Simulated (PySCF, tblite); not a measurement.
# C₄H₈BF₃P radical: geometry, infrared bands and EPR parameters

Wanted: the infrared bands and EPR parameters of C₄H₈BF₃P radical (`FC(F)(F)CC[CH]BP`), by calculation.

The runs use tblite 0.8.0 and PySCF 2.14.0, with density-fitted response routines of our own; the level of theory stands in each step. All values are computed, except where a source is named. Atoms are numbered from 0 throughout.

### Step 1. The starting structure

17 atoms, charge 0, multiplicity 2; geometry from: force field or distance geometry start.

Bonds of the start (Å): F0–C1 1.38, C1–F2 1.39, C1–F3 1.37, C1–C4 1.51, C4–C5 1.51, C5–C6 1.51, C6–B7 1.56, B7–P8 1.91, C4–H9 1.13, C4–H10 1.12, C5–H11 1.10, C5–H12 1.10, C6–H13 1.11, B7–H14 1.18, P8–H15 1.45, P8–H16 1.46.

### Step 2. Optimising the geometry with GFN2-xTB

The job: settings as JSON, then the geometry in Å.

```
{"job": {"kind": "relax", "xc": "GFN2-xTB", "basis": "xTB"}, "charge": 0, "multiplicity": 2}
F     -2.207900     1.339000    -1.323600
C     -2.480900     0.981900    -0.017300
F     -3.781900     0.490200    -0.008400
F     -2.323400     2.001900     0.879000
C     -1.605100    -0.201000     0.298900
C     -0.129600     0.071100     0.147600
C      0.563500    -1.221100     0.487500
B      2.124500    -1.186500     0.418900
P      3.200600     0.341200     0.806700
H     -1.816800    -0.498600     1.364300
H     -1.842000    -1.067300    -0.367400
H      0.208100     0.923300     0.759600
H      0.075400     0.328200    -0.897900
H      0.160300    -1.711100     1.392200
H      2.665400    -2.202800     0.141100
H      4.557800     0.094700     0.367100
H      2.624900     1.529000     0.191300
```

On the command line:

```bash
$ OMP_NUM_THREADS=1 python probes_run.py task.json out
```

This one command runs all jobs of the session in turn.

**Question.** This job is followed by: GFN2-xTB harmonic vibrations, gas phase; UKS B3LYP, pcH-1 on B C F H P, non-relativistic, mean-field spin-orbit, GIAO. What will the session give for the following? strongest single infrared mode (GFN2-xTB); zero-point energy (GFN2-xTB); g(iso) (B3LYP); ⟨S²⟩; largest a(iso) (averaged by class); surface potential, 1st and 99th percentile.

As calculated:

```
                                 quantity                  value
strongest single infrared mode (GFN2-xTB)  1189 cm⁻¹, 189 km/mol
             zero-point energy (GFN2-xTB)          71.1 kcal/mol
                           g(iso) (B3LYP)                2.00325
                                     ⟨S²⟩     0.757 (exact 0.75)
       largest a(iso) (averaged by class)   31P on P8, 123.8 MHz
    surface potential, 1st and 99th percentile     -0.63 V and 1.24 V
```

Relaxing lowered the energy by 1.529 eV in 161 steps; the close pair that moved most is C6–B7, from 1.563 to 1.475 Å. All 45 modes are real, so the xTB geometry is a minimum. The strongest single mode, at 1189 cm⁻¹, moves mainly C1. Unscaled tight-binding wavenumbers are off by several per cent, some by more. Its intensities can rank the bands wrongly. C6 carries the largest spin population, 0.78 e. The isotropic g lies 0.9 ppt above the free-electron value.
